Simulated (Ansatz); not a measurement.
# SrB3Pt (Pm-3m) in Ansatz: relaxation of cell and atoms with PBE+U

Aim: the relaxation of cell and atoms of SrB3Pt with PBE+U.

All numbers are computed with Ansatz 0.2.0; they aren't measurements. Logs are shortened: lines on timing, memory, paths and dates and some standing lists are left out, and cuts for length are marked.

### 1 The crystal as given

The structure is cubic, space group Pm-3m (No. 221). Conventional cell: a = 4.541 Å, b = 4.541 Å, c = 4.541 Å, α = 90.00°, β = 90.00°, γ = 90.00°. Around Sr (site symmetry m-3m) lie 6 B at 2.27 Å. B (site symmetry 4/mmm) has 2 Sr at 2.27 Å as nearest neighbours. Pt (site symmetry m-3m) has 12 B at 3.21 Å as nearest neighbours.

The cell was built by a generator and needn't be a form met in nature.

### 2 Relaxation of cell and atoms, PBE+U

input.yaml reads:

```yaml
crystal:
  lattice:
    - [4.54056, 0.0, 0.0]
    - [0.0, 4.54056, 0.0]
    - [0.0, 0.0, 4.54056]
  atoms:
    - { symbol: Sr, position: [0.0, 0.0, 0.0] }
    - { symbol: B, position: [0.5, 0.0, 0.0] }
    - { symbol: B, position: [0.0, 0.5, 0.0] }
    - { symbol: B, position: [0.0, 0.0, 0.5] }
    - { symbol: Pt, position: [0.5, 0.5, 0.5] }
hamiltonian:
  xc: pbe
  pseudopotentials: { kind: paw }
  hubbard: { sites: [{ species: Pt, l: d, u_eff: 4.0 }] }
kpoints:
  mp_grid: { grid: [5, 5, 5] }
scf:
  occupations: { method: fermi_dirac, width: 0.05 }
output:
  forces: true
  stress: true
  eigenvalues: true
relax:
  f_tol: 0.01
  max_steps: 40
  cell: { stress_tol: 0.05 }
```

Potentials or basis: Ansatz PAW.

Started as:

```sh
ansatz run input.yaml --threads 2 --pin off --max-ram 5632MiB --backend cpu --events-out ev --progress --plain --runs-dir out
```

The program printed:

```text
Warning: RAYON_NUM_THREADS=2 ignored (pool sized by the plan → 2); use --threads N
Sr: projections on atomic orbitals take those of the free atom [Ar 3d10] 4s2 4p6 5s2, of charge +0.00 (hamiltonian.pseudopotentials.projection_atoms); the dataset's partial waves leave at most 2.8e-6 of an orbital's norm unspanned inside its sphere
B: projections on atomic orbitals take those of the free atom [He] 2s2 2p1, of charge +0.00 (hamiltonian.pseudopotentials.projection_atoms); the dataset's partial waves leave at most 3.0e-9 of an orbital's norm unspanned inside its sphere
Pt: projections on atomic orbitals take those of the free atom [Kr 4d10 4f14] 5s2 5p6 5d9 6s1, of charge +0.00 (hamiltonian.pseudopotentials.projection_atoms); the dataset's partial waves leave at most 9.1e-5 of an orbital's norm unspanned inside its sphere
Engine: ansatz 0.2.0, x86_64-unknown-linux-gnu
Pseudopotentials: kind: paw
Pseudopotential: Sr, paw, valence charge 10, recommended cutoff 420 eV (normal), Sr.paw.azcp
Pseudopotential: B, paw, valence charge 3, recommended cutoff 420 eV (normal), B.paw.azcp
Pseudopotential: Pt, paw, valence charge 18, recommended cutoff 420 eV (normal), Pt.paw.azcp
Functional definition: PBE
  parameter kappa = 0.804
  parameter beta = 0.06672455060314922
  exchange = pbe_x(kappa = kappa, mu = beta*pi^2/3)
  correlation = pbe_c(beta = beta)
Crystal: 5 atoms, lattice volume = 93.611 Å³
Basis set: ecut = 420 eV, 1839 PW (Γ), exchange–correlation on 64×64×64 points (8 copies of the dense FFT grid, shifted against one another)
Bands: 24, of which v1, the nominal top of the filled ones, is band 19 counted from 1 (18 counted from 0)
Symmetry: 48 space group operations
Space group: Pm-3m (ITA 221), of the structure as read, at distance tolerance 4.5e-5 Å
k-points: 10 of 125
Non-local potential: Sr, projectors of the file, l = 0: 3, l = 1: 2, l = 2: 2
Non-local potential: B, projectors of the file, l = 0: 2, l = 1: 2, l = 2: 1
Non-local potential: Pt, projectors of the file, l = 0: 3, l = 1: 2, l = 2: 2, l = 3: 1
PAW form: soft (Blöchl's): semilocal exchange-correlation on the pseudo side does not see the compensation charge
PAW one-centre angular grid: Sr, 110 points (default); XC on 64 Gauss nodes
PAW one-centre angular grid: B, 110 points (default); XC on 64 Gauss nodes
PAW one-centre angular grid: Pt, 590 points (default); XC on 64 Gauss nodes
Initial density: superposition of atomic densities (chi_scale 0.1, normalization cell, long waves kept (reshape's long-wave potential 0.00 eV rms))
Initial wavefunctions: pseudopotential atomic-orbital guess
Functional: x = pbe(κ = 0.804, μ = 0.2195149727645171), c = pbe(β = 0.06672455060314922)
SCF iter   1: F=—  HF=-16533.352039 eV  |F-HF|=—  |Δ(HF+E_count)|=         —  Δρ=3.16e-1  dr2=2.80e2  ethr=3.10e-3  ⟨swp⟩=8.1  Hψ=1401  notcnv=0
preconditioner: auto → Kerker (q_TF=auto, 2.337 Å⁻¹)  [metal: Δε(μ)=0.080 eV  Ē_g=4.276 eV  σ=0.050 eV  W_gap=0.36  n_scr=18 (ndim 8)  ℏωp=17.6 eV  f_vac=0.000  D(μ)=6.89/eV (n_scr^D=80)]
SCF iter   2: F=—  HF=-16526.587655 eV  |F-HF|=—  |Δ(HF+E_count)|=    6.76e0  Δρ=1.70e-1  dr2=4.56e1  ethr=3.10e-3  ⟨swp⟩=4.4  Hψ=868  notcnv=0
SCF iter   3: F=—  HF=-16520.072841 eV  |F-HF|=—  |Δ(HF+E_count)|=    6.51e0  Δρ=9.20e-2  dr2=1.47e1  ethr=3.10e-3  ⟨swp⟩=2.9  Hψ=583  notcnv=0  defer=2
SCF iter   4: F=—  HF=-16517.790624 eV  |F-HF|=—  |Δ(HF+E_count)|=    2.28e0  Δρ=2.45e-2  dr2=9.41e-1  ethr=3.10e-3  ⟨swp⟩=2.9  Hψ=611  notcnv=0  defer=2
SCF iter   5: F=—  HF=-16517.700182 eV  |F-HF|=—  |Δ(HF+E_count)|=   9.04e-2  Δρ=7.09e-3  dr2=8.17e-2  ethr=2.54e-3  ⟨swp⟩=2.0  Hψ=417  notcnv=0  defer=2
SCF iter   6: F=—  HF=-16517.691846 eV  |F-HF|=—  |Δ(HF+E_count)|=   8.34e-3  Δρ=2.58e-3  dr2=9.20e-3  ethr=2.21e-4  ⟨swp⟩=2.0  Hψ=276  notcnv=0  defer=4
SCF iter   7: F=—  HF=-16517.691382 eV  |F-HF|=—  |Δ(HF+E_count)|=   4.64e-4  Δρ=4.17e-4  dr2=2.48e-4  ethr=2.49e-5  ⟨swp⟩=2.0  Hψ=287  notcnv=0  defer=4
SCF iter   8: F=—  HF=-16517.691476 eV  |F-HF|=—  |Δ(HF+E_count)|=   9.40e-5  Δρ=1.67e-4  dr2=6.54e-5  ethr=6.70e-7  ⟨swp⟩=2.1  Hψ=333  notcnv=0  defer=4
SCF iter   9: F=—  HF=-16517.691466 eV  |F-HF|=—  |Δ(HF+E_count)|=   1.06e-5  Δρ=3.76e-5  dr2=3.95e-6  ethr=1.77e-7  ⟨swp⟩=1.2  Hψ=251  notcnv=0  defer=4
SCF iter  10: F=—  HF=-16517.691465 eV  |F-HF|=—  |Δ(HF+E_count)|=   2.26e-7  Δρ=1.67e-5  dr2=6.19e-7  ethr=1.07e-8  ⟨swp⟩=1.3  Hψ=241  notcnv=0  defer=4
SCF iter  11: F=-16517.691465 eV  HF=-16517.691465 eV  |F-HF|=7.99e-9  |Δ(HF+E_count)|=   6.82e-8  Δρ=3.05e-6  dr2=1.26e-8  ethr=2.70e-10  ⟨swp⟩=8.4  Hψ=1248  notcnv=0
SCF 1 converged in 11 iterations: F = -16517.691465 eV  dr2 = 1.26e-8
relax step   1: F+E_penalty+E_count = -16517.69146536 eV  Δ(F+E_penalty+E_count) = +0.000e0 eV  max|allowed force component| = 1.661e-29 eV/Å  Δτ_max = 0.0000 Å  P = +1.951 GPa  Ω = 93.611 Å³  (11 SCF iters, dr2 threshold 1.00e-7 eV, accepted)
[... 73 lines left out ...]
SCF 7 converged in 6 iterations: F = -16517.797135 eV  dr2 = 5.88e-9
relax step   7: F+E_penalty+E_count = -16517.79713496 eV  Δ(F+E_penalty+E_count) = +1.883e-5 eV  max|allowed force component| = 6.746e-29 eV/Å  Δτ_max = 0.0000 Å  P = +0.003 GPa  Ω = 109.594 Å³  energy of the carried Pulay correction = -1.390e-4 eV  (6 SCF iters, dr2 threshold 1.35e-8 eV, accepted)
iter 1 solved again at ethr=8.27e-7 eV; its pass at ethr=3.10e-3 eV (dr2=3.06e-4 eV) is discarded
SCF iter   1: F=—  HF=-16517.797280 eV  |F-HF|=—  |Δ(HF+E_count)|=         —  Δρ=7.41e-6  dr2=1.54e-8  ethr=8.27e-7  ⟨swp⟩=3.2  Hψ=2032  notcnv=0
eigensolver tolerance schedule: the retry pair's looser diagonalisation over-reported the residual by 19843.94 of it (diagonalisation noise at an unbounded share of the residual, at the tolerance the schedule requests for it); recorded, not acted on — ethr = c·dr2/N_el stays at c = 1.0e-1
preconditioner: auto → Kerker (q_TF=auto, 2.277 Å⁻¹)  [metal: Δε(μ)=0.072 eV  Ē_g=6.890 eV  σ=0.050 eV  W_gap=0.31  n_scr=26 (ndim 8)  ℏωp=18.4 eV  f_vac=0.000  D(μ)=5.88/eV (n_scr^D=56)]
SCF iter   2: F=—  HF=-16517.797284 eV  |F-HF|=—  |Δ(HF+E_count)|=   4.44e-6  Δρ=4.14e-6  dr2=6.02e-9  ethr=4.17e-11  ⟨swp⟩=4.1  Hψ=711  notcnv=0
SCF iter   3: F=—  HF=-16517.797284 eV  |F-HF|=—  |Δ(HF+E_count)|=   1.20e-8  Δρ=9.97e-7  dr2=1.17e-9  ethr=1.63e-11  ⟨swp⟩=2.0  Hψ=422  notcnv=0
SCF iter   4: F=—  HF=-16517.797284 eV  |F-HF|=—  |Δ(HF+E_count)|=  9.68e-10  Δρ=5.57e-7  dr2=5.51e-10  ethr=3.17e-12  ⟨swp⟩=2.1  Hψ=318  notcnv=0
SCF iter   5: F=—  HF=-16517.797284 eV  |F-HF|=—  |Δ(HF+E_count)|=  1.09e-10  Δρ=3.49e-7  dr2=2.17e-10  ethr=1.49e-12  ⟨swp⟩=2.0  Hψ=299  notcnv=0
SCF iter   6: F=-16517.797284 eV  HF=-16517.797284 eV  |F-HF|=1.82e-11  |Δ(HF+E_count)|=  5.46e-11  Δρ=1.57e-7  dr2=4.94e-11  ethr=1.00e-12  ⟨swp⟩=3.6  Hψ=877  notcnv=0
SCF 8 converged in 6 iterations: F = -16517.797284 eV  dr2 = 4.94e-11
relax step   8: F+E_penalty+E_count = -16517.79728405 eV  Δ(F+E_penalty+E_count) = -1.491e-4 eV  max|allowed force component| = 5.348e-29 eV/Å  Δτ_max = 0.0000 Å  P = +0.002 GPa  Ω = 109.594 Å³  stress off target by 2.47e-3 GPa  SCF on the basis re-selected at this cell (its energy is not comparable with the rows above)  (6 SCF iters)
basis re-selected at this cell: Δ(F+E_penalty+E_count) = -1.491e-4 eV, ΔP = -0.000 GPa vs the last step (what re-selecting the basis moved, of the pressure what is left beyond the Pulay correction that the steps carried, after the strain that the cell walked since its last selection, with what the two solves' SCF thresholds leave and, on support functions, any second-order correction that the steps lacked; it is no measure of the basis error at this ecutwfc). This SCF's stress stands 2.47e-3 GPa from its target on what of the cell is left free (relax.cell.stress_tol is 5.00e-2 GPa) and its largest allowed force component is 5.35e-29 eV/Å (relax.f_tol is 1.00e-2 eV/Å): within both
SCF converged after 6 iterations
Free energy (F): -16517.797284 eV
Harris-Foulkes:  -16517.797284 eV  (|F-HF|=1.82e-11)
Internal energy: -16517.749757 eV  (E = F + TS)
E sigma→0 (E₀):  -16517.773520 eV
Entropy (-TS):   -0.047528 eV (-9.506 meV/atom)
Fermi energy:    5.246616 eV
--- Per-component energies (eV) ---
  E_band       = -505.737871
  E_kinetic    = 992.797413
  E_local      = -3656.868696  (includes V_loc(G=0)·N_el)
  E_nonlocal   = 455.102605
  E_hartree    = 1307.338049
  E_xc         = -515.584299
  E_vxc        = -558.030595  (∫ρ·V_xc dr)
  E_hubbard    = 1.235104  (on-site DFT+U / exact-exchange correction)
  E_vhub       = -16.185524  (the Hubbard potential's part of the band-sum identity)
  E_paw        = -12384.972120  (= ΣΔE_a)
  E_vpaw       = -337.229030  (= ΣTr[D̂ρ^β])
  E_aug_tail   = 0.000192  (compensation charges beyond the density's cutoff)
  E_ewald      = -2716.798005
  E_smearing   = -0.047528  (= −TS)
  E_closure    = 0.000000  (closes the sum)
  Σ components = -16517.797284   (vs F -16517.797284, Δ=0.00e0)
--- Forces (eV/Å), atoms counted from 1 ---
  atom   1  Sr     0.00000000    -0.00000000     0.00000000
  atom   2  B     -0.00000000    -0.00000000    -0.00000000
  atom   3  B      0.00000000    -0.00000000     0.00000000
  atom   4  B      0.00000000     0.00000000    -0.00000000
  atom   5  Pt    -0.00000000    -0.00000000    -0.00000000
  max |Σ_I F_I| component: 6.92e-29 eV/Å
--- Stress (GPa, compression-positive) ---
        0.002467       0.000000      -0.000000
        0.000000       0.002467       0.000000
       -0.000000       0.000000       0.002467
  P = ⅓ Tr σ = 0.0025 GPa (0.025 kbar)
--- Band table (eV; the first three rows and the last of 10) ---
  k-point 0: bands = ["-89.9242", "-44.2288", "-44.2288", "-44.2288", "-28.1820", "-10.6594", "-10.6594", "-10.6594", "-1.5822", "0.2771", "0.2771", "3.6079", "3.6079", "3.6926", "3.6926", "3.6926", "5.5240", "5.5240", "5.5240", "6.7994", "7.1780", "7.1780", "7.1780", "8.5395"]
  k-point 1: bands = ["-89.9242", "-44.2288", "-44.2288", "-44.2288", "-28.1818", "-10.6910", "-10.6565", "-10.6565", "-1.3351", "0.3532", "0.4109", "3.4284", "3.5747", "3.5747", "3.6608", "3.7057", "4.7723", "5.5760", "5.5760", "7.0162", "7.0162", "7.1261", "7.2246", "8.1507"]
  k-point 2: bands = ["-89.9242", "-44.2289", "-44.2288", "-44.2288", "-28.1814", "-10.7410", "-10.6518", "-10.6518", "-0.8603", "0.4912", "0.5975", "3.1355", "3.4159", "3.4159", "3.7090", "3.7271", "4.4775", "5.5008", "5.5055", "5.5055", "6.9972", "6.9972", "7.2889", "8.4022"]
  k-point 9: bands = ["-89.9242", "-44.2289", "-44.2289", "-44.2289", "-28.1804", "-10.7219", "-10.7215", "-10.7215", "0.7583", "1.0605", "1.0605", "3.1698", "3.3570", "3.3570", "3.8839", "3.8839", "4.2735", "4.2735", "4.3970", "4.8669", "5.3170", "5.3170", "6.4093", "8.4468"]
Occupation matrices written to <dir>
--- Relaxed structure (6 steps of the walk, 6 accepted, 2 SCFs on fresh bases) ---
  F+E_penalty+E_count = -16517.79728405 eV   max|allowed force component| = 5.348e-29 eV/Å   (the final SCF, on the basis selected at the relaxed cell)
  cell:  # Å, volume = 109.5941 Å³
    - [4.785519261326984, 3.2098832406453954e-34, 1.5888922041194692e-33]
    - [-3.274080905458301e-33, 4.785519261326984, 0.0]
    - [9.46915555990391e-34, 0.0, 4.785519261326984]
  atoms:
    - { symbol: Sr, position: [-1.6259517445903715e-35, -5.522933915420525e-37, 7.069355412162624e-37] }
    - { symbol: B, position: [0.49999999999999994, 1.1045867823767777e-37, -1.7673388525102076e-37] }
    - { symbol: B, position: [-3.004476049691681e-36, 0.49999999999999994, -1.76733885206015e-37] }
    - { symbol: B, position: [-4.7718149024784235e-36, -6.6275206978616755e-37, 0.49999999999999994] }
    - { symbol: Pt, position: [0.49999999999999994, 0.49999999999999994, 0.49999999999999994] }
```

It took 4.2 s on 2 threads of AMD EPYC 9R45 (Zen 5), shared host; peak memory 0.45 GiB.

Results:

- Free energy: -16517.7973 eV
- Relaxed volume: 21.92 Å³/atom
- Relaxed cell: a = 4.786 Å, b = 4.786 Å, c = 4.786 Å, α = 90.00°, β = 90.00°, γ = 90.00°
- Space group after relaxing (to 0.05 Å): Pm-3m (No. 221)
- Energy gained by relaxing: 21.2 meV/atom
- Ionic steps: 8
- Pressure after relaxing: 0.0 GPa
- Band gap on the k mesh: none (metal or under the smearing width)

Step by step:
| step | energy change (eV) | largest force (eV/Å) | volume (Å³) |
| --- | --- | --- | --- |
| 1 | 0.0000 | 0.0000 | 93.61 |
| 2 | -0.0353 | 0.0000 | 96.87 |
| 3 | -0.0949 | 0.0000 | 111.56 |
| 4 | -0.0983 | 0.0000 | 108.60 |
| 5 | -0.0983 | 0.0000 | 109.09 |
| 6 | -0.1057 | 0.0000 | 109.09 |
| 7 | -0.1057 | 0.0000 | 109.59 |
| 8 | -0.1058 | 0.0000 | 109.59 |

Final structure:
```xyz
5
Lattice="4.7855 0.0000 0.0000 0.0000 4.7855 0.0000 0.0000 0.0000 4.7855" Properties=species:S:1:pos:R:3 pbc="T T T"
Sr    0.0000    0.0000    0.0000
B     2.3928    0.0000    0.0000
B     0.0000    2.3928    0.0000
B     0.0000    0.0000    2.3928
Pt    2.3928    2.3928    2.3928
```

Eigenvalues of the final occupation matrices:
```tsv
site	spin	trace	eigenvalues
site 1	1	4.66	0.91 0.91 0.91 0.97 0.97
```

Caveat: the volume moved by over 15 % at a fixed basis, so the end points are rough; the plane-wave basis is chosen anew once the cell has moved, so the energies of steps on either side of that aren't comparable; U without spin polarisation on a metal has little footing; the U is typed as a test and isn't derived for this compound.
